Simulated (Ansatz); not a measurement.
SnSe, space group P4/nmm, a convergence test of the k-point mesh

Program: Ansatz 0.2.0 through its Python package.

Notebook, run cell by cell (the value of a cell's last expression is shown):

**Cell 1**
```python
import ansatz as az
import matplotlib.pyplot as plt
```

**Cell 2**
```python
lattice = az.Lattice.of(
    (4.285327, 0.0, 0.0),
    (0.0, 4.285327, 0.0),
    (0.0, 0.0, 10.990692),
)
sites = [
    ("Sn", (0.5, 0.0, 0.372229)),
    ("Sn", (0.0, 0.5, 0.627771)),
    ("Se", (0.5, 0.0, 0.616039)),
    ("Se", (0.0, 0.5, 0.383961)),
]
xtal = az.Crystal(lattice=lattice)
for symbol, position in sites:
    xtal = xtal.atom(symbol, position)

xtal.resolved().tree()["lattice"]
```
Output:
```text
((4.285327, 0.0, 0.0), (0.0, 4.285327, 0.0), (0.0, 0.0, 10.990692))
```

**Cell 3**
```python
calc = (
    xtal.calculation()
    .functional(az.Functional.R2SCAN)
    .occupations("fixed")
    .forces()
    .stress()
)
```

**Cell 4**
```python
rows = []
for value in [(2, 2, 1), (4, 4, 1), (4, 4, 2), (6, 6, 2), (8, 8, 4)]:
    summary = calc.kpoints(*value).run(threads=1, pin="off").report
    rows.append((value, summary["free_energy_ev"] / len(summary["lattice"]["sites"]), summary["n_iterations"], sum(summary["stress_gpa"][i][i] for i in range(3)) / 3, max(abs(f) for row in summary["forces_ev_ang"] for f in row), summary["n_kpoints"]))

print("        mesh   F/atom (eV)    iterations       P (GPa)  max component (eV/A)      k-points")
for row in rows:
    print(f"{str(row[0]):>12s}  {row[1]:12.5f}  {row[2]:12d}  {row[3]:12.3f}  {row[4]:20.4f}  {row[5]:12d}")

for row in rows[:-1]:
    shift = 1000 * (row[1] - rows[-1][1])
    print(f"{row[0]}: {shift:+.2f} meV/atom" + ("  (within 2 meV)" if abs(shift) < 2 else ""))
plt.figure(figsize=(4.5, 3))
plt.plot([str(row[0]) for row in rows], [1000 * (row[1] - rows[-1][1]) for row in rows], "o-")
plt.xlabel("mesh")
plt.ylabel("F - F(last) (meV/atom)")
plt.tight_layout()
plt.savefig("kconv.png", dpi=100)
```
Output:
```text
DeckWarning: basis.ecutwfc = 500 eV, auto-derived from the records' recommended cutoffs: set by Sn (their level for a meta-GGA)
        mesh   F/atom (eV)    iterations       P (GPa)  max component (eV/A)      k-points
   (2, 2, 1)   -5758.55896             7         0.195                1.1916             3
   (4, 4, 1)   -5758.75851             7        -0.128                0.0817             6
   (4, 4, 2)   -5758.75756             7        -0.118                0.0848            12
   (6, 6, 2)   -5758.75016             7         0.004                0.0138            20
   (8, 8, 4)   -5758.74862             7         0.018                0.0248            45
(2, 2, 1): +189.66 meV/atom
(4, 4, 1): -9.89 meV/atom
(4, 4, 2): -8.94 meV/atom
(6, 6, 2): -1.54 meV/atom  (within 2 meV)
```

From 6×6×2 on it stays within 2 meV an atom of the value at 8×8×4; the first row (2×2×1) is off by 189.7 meV and the last but one by 1.54 meV. That rests on few rows after larger swings, so the series isn't shown to be converged. It goes up and down, since the sum over k-points isn't variational. The pressure moves from 0.20 to 0.02 GPa. The last run costs about 6.4 times the first.

The cell holds layers, chains or clusters in vacuum, no bulk phase; its stress is averaged over the vacuum too and scales with the cell's height. Pressure is positive in compression. Points of the mesh across the vacuum add cost only. The structure comes from a database of computed cells and needn't be a stable or known phase. Warnings are shown shortened and without file and line. Shifts are counted from the finest mesh, which is itself no proven limit. The whole script took 70 s on 1 thread of Arm Neoverse V2, with other jobs on the host, peak memory 1 GiB.
